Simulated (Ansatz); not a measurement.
# C10: the cost of one run

Method: DFT unrestricted wB97X-V, Gaussian basis cc-pVTZ, and further levels as typed in the inputs, in Ansatz 0.2.0.

1 further run of the same task is left out (it didn't finish).

## 1. The starting structure

Bond lengths: C1–C2 1.300 Å, C2–C3 1.285 Å, C3–C4 1.285 Å, C4–C5 1.285 Å, C5–C6 1.285 Å, C6–C7 1.285 Å, C7–C8 1.285 Å, C8–C9 1.285 Å, C9–C10 1.300 Å. Angles: C1–C2–C3 180.0°, C2–C3–C4 180.0°, C3–C4–C5 180.0°, C4–C5–C6 180.0°, C5–C6–C7 180.0°, C6–C7–C8 180.0°, C7–C8–C9 180.0°, C8–C9–C10 180.0°.

Coordinates:

```xyz
10

C     0.0000    0.0000   -5.7975
C     0.0000    0.0000   -4.4975
C     0.0000    0.0000   -3.2125
C     0.0000    0.0000   -1.9275
C     0.0000    0.0000   -0.6425
C     0.0000    0.0000    0.6425
C     0.0000    0.0000    1.9275
C     0.0000    0.0000    3.2125
C     0.0000    0.0000    4.4975
C     0.0000    0.0000    5.7975
```

## 2. Relaxing the atoms: C10

input.yaml

```yaml
relax:
  f_tol: 0.001
  max_steps: 200
crystal:
  periodic: [false, false, false]
  atoms:
    - { symbol: C, position_ang: [0.0, 0.0, -5.7975] }
    - { symbol: C, position_ang: [0.0, 0.0, -4.4975] }
    - { symbol: C, position_ang: [0.0, 0.0, -3.2125] }
    - { symbol: C, position_ang: [0.0, 0.0, -1.9275] }
    - { symbol: C, position_ang: [0.0, 0.0, -0.6425] }
    - { symbol: C, position_ang: [0.0, 0.0, 0.6425] }
    - { symbol: C, position_ang: [0.0, 0.0, 1.9275] }
    - { symbol: C, position_ang: [0.0, 0.0, 3.2125] }
    - { symbol: C, position_ang: [0.0, 0.0, 4.4975] }
    - { symbol: C, position_ang: [0.0, 0.0, 5.7975] }
magnetization:
  spin_polarized: true
  initial_magnetization: 2
basis:
  gaussian: { orbitals: cc-pVTZ }
hamiltonian:
  xc: { name: wB97X-V }
```

Command:

```
> ansatz run input.yaml --threads 8 --pin off --max-ram 16384MiB --backend cpu --events-out ev --progress --plain --runs-dir out
```

**Question.** How long does this run take on 8 threads of Arm Neoverse V1, shared host, and how much memory does it need?

About 3.4 min, with a peak of 2 GiB.
